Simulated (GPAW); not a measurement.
NbSi, 2 atoms in the cell. It takes space group Fm-3m (No. 225, cubic). Conventional cell: a = 5.148 Å, b = 5.148 Å, c = 5.148 Å, α = 90.00°, β = 90.00°, γ = 90.00°. Around Nb (site symmetry m-3m) lie 6 Si at 2.57 Å. Si (site symmetry m-3m) has 6 Nb at 2.57 Å as nearest neighbours. The cell was built by a generator and needn't be a form met in nature.

- Program: GPAW 26.7.0
- Task: equation of state
- Functional: PBE
- Potentials or basis: GPAW PAW data sets (gpaw-data 1.2.1), other valence
- Cutoff: 600 eV
- Basis: pw
- k mesh: 9 × 9 × 9
- Occupations: fermi-dirac, width 0.05 eV
- Spin: no spin polarisation
- Maxiter: 150
- Eos scales: [0.94, 0.96, 0.98, 1.0, 1.02, 1.04, 1.06]
- Data set: Nb 5

Potentials or basis: GPAW PAW data sets (gpaw-data 1.2.1), other valence, pw.

The run is started by

```bash
$ OMP_NUM_THREADS=1 python run.py
```

Hardware: 1 thread of Intel(R) Xeon(R) Platinum 8488C (Sapphire Rapids) (shared host).

Question: How long does it take, and how much memory?

Answer: It took 68 s on 1 thread of Intel(R) Xeon(R) Platinum 8488C (Sapphire Rapids) (shared host), peak memory 0.2 GiB. Counts: scf iterations 77, plane waves 1083, bands 15, k points 35.
